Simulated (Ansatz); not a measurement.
# CrBrO: the cost of one run

Method: DFT r²SCAN without U, plane waves, PAW, in Ansatz 0.2.0.

## Step 1: The starting structure

It takes space group Pmmn (No. 59, orthorhombic). The conventional cell has a = 3.232 Å, b = 3.863 Å, c = 8.360 Å, α = 90.00°, β = 90.00°, γ = 90.00°. Cr (site symmetry mm2) has 4 O at 1.98 to 2.01 Å and 2 Br at 2.44 Å in its first shell of neighbours. Around Br (site symmetry mm2) lie 2 Cr at 2.44 Å. Around O (site symmetry mm2) lie 4 Cr at 1.98 to 2.01 Å.

As a file:

```cif
data_structure
_symmetry_space_group_name_H-M 'P 1'
_symmetry_Int_Tables_number 1
_cell_length_a 3.2320
_cell_length_b 3.8630
_cell_length_c 8.3600
_cell_angle_alpha 90.000
_cell_angle_beta 90.000
_cell_angle_gamma 90.000
_cell_volume 104.38
loop_
_atom_site_label
_atom_site_type_symbol
_atom_site_fract_x
_atom_site_fract_y
_atom_site_fract_z
_atom_site_occupancy
Cr1 Cr 0.50000 0.50000 0.10200 1
Cr2 Cr 0.00000 0.00000 0.89800 1
Br1 Br 0.00000 0.50000 0.32000 1
Br2 Br 0.50000 0.00000 0.68000 1
O1 O 0.00000 0.50000 0.96500 1
O2 O 0.50000 0.00000 0.03500 1
```

Magnetic order typed: ferromagnetic.

An earlier series on this cell reached its lowest free state from «natural orbitals of the symmetric run, filled by rank», perhaps among other starts.

## Step 2: Random orbitals: single harmonics, second filling

input.yaml reads:

```yaml
crystal:
  lattice:
    - [3.23199994, 0.0, 0.0]
    - [0.0, 3.86299993, 0.0]
    - [0.0, 0.0, 8.35999985]
  atoms:
    - { symbol: Cr, position: [0.5, 0.5, 0.102], spin: 1.0 }
    - { symbol: Cr, position: [0.0, 0.0, 0.898], spin: 1.0 }
    - { symbol: Br, position: [0.0, 0.5, 0.32] }
    - { symbol: Br, position: [0.5, 0.0, 0.68] }
    - { symbol: O, position: [0.0, 0.5, 0.965] }
    - { symbol: O, position: [0.5, 0.0, 0.035] }
basis:
  ecutwfc: 500
  ecutrho_ratio: 4
kpoints:
  mp_grid: { grid: [6, 5, 3] }
hamiltonian:
  xc: r2scan
  hubbard:
    sites:
      - { site: 0, l: d, u_eff: 0.0, starting_ns: [{ spin: up, occupation_matrix: s0up }, { spin: down, occupation_matrix: s0down }] }
      - { site: 1, l: d, u_eff: 0.0, starting_ns: [{ spin: up, occupation_matrix: s1up }, { spin: down, occupation_matrix: s1down }] }
    occupation_matrices:
      s0up:
        matrix:
          - [0.02, 0.0, 0.0, 0.0, 0.0]
          - [0.0, 0.97, 0.0, 0.0, 0.0]
          - [0.0, 0.0, 0.02, 0.0, 0.0]
          - [0.0, 0.0, 0.0, 0.02, 0.0]
          - [0.0, 0.0, 0.0, 0.0, 0.97]
      s0down:
        matrix:
          - [0.02, 0.0, 0.0, 0.0, 0.0]
          - [0.0, 0.02, 0.0, 0.0, 0.0]
          - [0.0, 0.0, 0.97, 0.0, 0.0]
          - [0.0, 0.0, 0.0, 0.02, 0.0]
          - [0.0, 0.0, 0.0, 0.0, 0.02]
      s1up:
        matrix:
          - [0.02, 0.0, 0.0, 0.0, 0.0]
          - [0.0, 0.97, 0.0, 0.0, 0.0]
          - [0.0, 0.0, 0.02, 0.0, 0.0]
          - [0.0, 0.0, 0.0, 0.02, 0.0]
          - [0.0, 0.0, 0.0, 0.0, 0.97]
      s1down:
        matrix:
          - [0.02, 0.0, 0.0, 0.0, 0.0]
          - [0.0, 0.02, 0.0, 0.0, 0.0]
          - [0.0, 0.0, 0.97, 0.0, 0.0]
          - [0.0, 0.0, 0.0, 0.02, 0.0]
          - [0.0, 0.0, 0.0, 0.0, 0.02]
    ns_hold: { iters: 12 }
scf:
  occupations: { method: gaussian, width: 0.05 }
  lower_state_search: "off"
  max_iter: 150
output:
  forces: true
  stress: true
  eigenvalues: true
  populations: true
  hubbard: { sites: [{ site: 0, l: d }, { site: 1, l: d }] }
magnetization:
  spin_polarized: true
```

The typed matrices put 0.97 on the chosen orbitals and 0.02 on the others, and are held for 12 cycles.

The run is started by

```bash
$ ansatz run input.yaml --threads 8 --pin off --max-ram 12288MiB --backend cpu --events-out ev --progress --plain --runs-dir out
```

What time and memory should one allow on 8 threads of Arm Neoverse V2, shared host?

About 15 s, with a peak of 0.89 GiB.
